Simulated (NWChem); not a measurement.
# One shape, several levels: AgH (SMILES [AgH])

Wanted: a comparison of 6 runs (HF/def2-TZVPP, M06-L/def2-TZVPP, B2PLYP/def2-TZVPP, SVWN5/def2-TZVPP, MP3/def2-TZVPP, CCSD/def2-TZVPP) of AgH. 

The results are computed with NWChem 7.3.0.

1 further run of the same task is left out (set aside as unsound or not needed).

### Step 1. The structure to begin with

AgH: 2 atoms, total charge 0, spin state singlet. SMILES: `[AgH]`. The Ag1–H2 distance was set to 1.861 Å, away from the relaxed value.

Bond lengths: Ag1–H2 1.861 Å.

### Step 2. A single-point energy at HF/def2-TZVPP (core potential) (run 1)

sp.xyz

```xyz
2

Ag     0.000000     0.000000    -0.242700
H      0.000000     0.000000     1.618100
```

sp.nw

```
start sp
memory total 2200 mb

geometry units angstrom noautosym nocenter noautoz
  load sp.xyz
end

basis spherical bse
  Ag library def2-TZVPP
  H library def2-TZVPP
end

ecp bse
  Ag library def2-TZVPP
end

scf
  thresh 1e-08
  maxiter 80
  noprint "final vectors analysis"
end

task scf energy
```

Started as:

```
$ nwchem sp.nw > sp.out
```

Log:

```text
[...]
  functions       =    70
[...]
  wavefunction    = RHF
[...]
         Total SCF energy =   -146.657161702072
      One-electron energy =   -272.722778367492
      Two-electron energy =    120.662366595024
 Nuclear repulsion energy =      5.403250070397
        Time for solution =     11.4s
[...]
```

Wall time 13 s (1 thread of Intel Xeon 6975P-C (Granite Rapids), shared host); peak memory 0.11 GiB.

### Step 3. The energy at M06-L/def2-TZVPP (core potential) (run 2)

test.nw

```
START test
memory total 2200 mb
charge 0
GEOMETRY units angstroms noautosym nocenter noautoz
  Ag     0.000000     0.000000    -0.242700
  H      0.000000     0.000000     1.618100
END
BASIS spherical bse
  * library def2-TZVPP
END
ECP bse
  Ag library def2-TZVPP
END
DFT
  xc m06-l
  grid xfine
  convergence energy 1e-08
  maxiter 100
  mulliken
  print low
END
TASK dft energy
```

Started as:

```
$ nwchem test.nw > test.out
```

Log:

```text
[...]
 d= 0,ls=0.0,diis     1   -147.5835176123 -1.53D+02  2.87D-02  6.23D-01     2.4
[...]
 d= 0,ls=0.0,diis    14   -147.6561306765 -7.86D-09  1.50D-06  7.41D-09    28.9
         Total DFT energy =     -147.656130676493
      One electron energy =     -272.536524166583
           Coulomb energy =      134.057643088628
    Exchange-Corr. energy =      -14.580499668935
 Nuclear repulsion energy =        5.403250070397
[...]
      Total Density - Mulliken Population Analysis
     ---------------------------------------------
    Atom       Charge   Shell Charges
 -----------   ------   -------------------------------------------------------
    1 Ag  19    18.79   0.03 -0.42  1.65  0.74  0.70  0.11  5.26  0.73  0.06  0.01  5.83  3.08  1.00  0.00  0.00  0.00
    2 H    1     1.21   0.19  0.51  0.50  0.00  0.01  0.00
[...]
```

Wall time 30 s (1 thread of Intel Xeon 6975P-C (Granite Rapids), shared host); peak memory 0.13 GiB.

Run 3 isn't shown in full; the table further down has it.

### Step 4. A single-point energy at SVWN5/def2-TZVPP (core potential) (run 4)

mymol.nw

```
start mymol
title "AgH energy"
memory total 2200 mb

geometry units angstrom noautosym nocenter noautoz
  Ag    0.000000    0.000000   -0.242700
  H     0.000000    0.000000    1.618100
end

basis spherical bse
  Ag library def2-TZVPP
  H library def2-TZVPP
end

ecp bse
  Ag library def2-TZVPP
end

dft
  xc slater vwn_5
  grid xfine
  convergence energy 1e-08
  maxiter 100
  mulliken
  noprint "final vectors analysis"
end

task dft energy
```

Started as:

```
$ nwchem mymol.nw > mymol.out
```

Log:

```text
[...]
          Wavefunction type:  closed shell.
          No. of atoms     :     2
          No. of electrons :    20
[...]
          Charge           :     0
          Spin multiplicity:     1
[...]
          AO basis - number of functions:    70
[...]
              XC Information
              --------------
                        Slater Exchange Functional  1.000 local
                      VWN V Correlation Functional  1.000 local
[...]
 d= 0,ls=0.0,diis     1   -147.1857214776 -1.53D+02  2.34D-02  9.65D-01     1.3
[...]
 d= 0,ls=0.0,diis    12   -147.2849664980 -2.49D-10  7.96D-08  9.96D-12     8.2
         Total DFT energy =     -147.284966497962
      One electron energy =     -271.932508829376
           Coulomb energy =      133.346333481916
    Exchange-Corr. energy =      -14.102041220899
 Nuclear repulsion energy =        5.403250070397
[...]
      Total Density - Mulliken Population Analysis
     ---------------------------------------------
    Atom       Charge   Shell Charges
 -----------   ------   -------------------------------------------------------
    1 Ag  19    18.93   0.03 -0.42  1.68  0.71  0.77  0.18  5.25  0.74  0.05  0.02  5.67  3.21  1.04  0.00  0.00  0.00
    2 H    1     1.07   0.17  0.47  0.41  0.00  0.01  0.00
[...]
```

Wall time 9 s (1 thread of Intel Xeon 6975P-C (Granite Rapids), shared host); peak memory 0.12 GiB.

Run 5 isn't shown in full; the table further down has it.

### Step 5. The energy at CCSD/def2-TZVPP (core potential) (run 6)

work.nw

```
START work
memory stack 880 mb heap 220 mb global 1100 mb

GEOMETRY noautosym nocenter noautoz
  Ag     0.000000     0.000000    -0.242700
  H      0.000000     0.000000     1.618100
END

BASIS spherical bse
  Ag library def2-TZVPP
  H library def2-TZVPP
END

ECP bse
  Ag library def2-TZVPP
END

SCF
  thresh 1e-08
  maxiter 80
END

CCSD
  maxiter 60
END

TASK ccsd energy
```

Started as:

```
$ nwchem work.nw > work.out
```

Log:

```text
[...]
  functions       =    70
[...]
  wavefunction    = RHF
[...]
         Total SCF energy =   -146.657161702486
      One-electron energy =   -272.722778368447
      Two-electron energy =    120.662366595564
 Nuclear repulsion energy =      5.403250070397
        Time for solution =      6.7s
[...]
 Total MP2 energy:           -147.339236485255611
[...]
             energy      energy      error      ampl     ampl      Block
                                                time     time      time
[...]
 Total CCSD energy:           -147.315459141077355
[...]
```

Wall time 52 s (1 thread of Intel Xeon 6975P-C (Granite Rapids), shared host); peak memory 0.17 GiB.

### Step 6. All runs side by side

```csv
run,level,iteration cap,module,energy (Eh),wall time
1,HF/def2-TZVPP (core potential),80,scf,-146.657162,13 s
2,M06-L/def2-TZVPP (core potential),100,dft,-147.656131,30 s
3,B2PLYP/def2-TZVPP (core potential),100,dft,-147.461839,20 s
4,SVWN5/def2-TZVPP (core potential),100,dft,-147.284966,9 s
5,MP3/def2-TZVPP (core potential),80,tce,-147.302908,22 s
6,CCSD/def2-TZVPP (core potential),80,ccsd,-147.315459,52 s
```

### Step 7. Results

| quantity | value |
| --- | --- |
| run 6: total energy | -147.31546 Eh |
| run 6: HOMO energy (Hartree–Fock orbitals) | -8.71 eV |
| run 6: LUMO energy (Hartree–Fock orbitals) | 0.12 eV |
| run 6: HOMO–LUMO gap (Hartree–Fock orbitals) | 8.83 eV |
| run 6: correlation energy | -658.3 mEh |

In words: Below the HF energy at the same shape and in the same basis (def2-TZVPP): MP3 -645.7 mEh; CCSD -658.3 mEh. Over runs 1, 3, 4 the dipole moment (its size) runs from 2.25 D (SVWN5/def2-TZVPP) to 4.70 D (HF/def2-TZVPP). Totals of different functionals can't be ranked against each other. All runs together took 2.4 min, the longest 52 s.
